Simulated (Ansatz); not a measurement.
Crystal: PtSe.

```
Pt Se
1.0
     0.00000    3.03745    3.03745
     3.03745    0.00000    3.03745
     3.03745    3.03745    0.00000
Pt Se
1 1
Direct
  0.00000 0.00000 0.00000
  0.25000 0.25000 0.25000
```

The cell comes from a database or a generator and needn't be the stable form of this composition.

* Program: Ansatz 0.2.0
* Task: relaxation of cell and atoms
* Functional: HSEsol
* Potentials or basis: Ansatz PAW
* Cutoff: 420 eV (not typed: the program's choice for these potentials)
* k mesh: 4 × 4 × 4
* Occupations: fermi-dirac, width 0.05 eV
* Spin: no spin polarisation

At the start: volume 28.02 Å³/atom.

Question: Where does the relaxation end?

Answer: It ends after 6 steps and the volume is 21.68 Å³/atom (-22.6 %); space group F-43m (No. 216, to 0.05 Å).

The path:
```tsv
step	energy change (eV)	largest force (eV/Å)	volume (Å³)
1	0.0000	0.0000	56.05
2	-0.6570	0.0000	48.24
3	-0.7842	0.0000	41.20
4	-0.8272	0.0000	43.87
5	-0.8297	0.0000	43.36
6	-0.8271	0.0000	43.36
```

Final structure:
```
CELL_PARAMETERS angstrom
0.00000 2.78840 2.78840
2.78840 0.00000 2.78840
2.78840 2.78840 0.00000
ATOMIC_POSITIONS crystal
Pt 0.00000 0.00000 0.00000
Se 0.25000 0.25000 0.25000
```

Caveat: the k mesh is coarse (spacing up to 0.45 Å⁻¹), so the values aren't converged, least of all with exact exchange; the volume moved by over 15 % at a fixed basis, so the end points are rough; the plane-wave basis is chosen anew once the cell has moved, so the energies of steps on either side of that aren't comparable; the PAW data sets come from PBE, with cores solved anew for the run's functional, which leaves a small shift of forces and pressure.
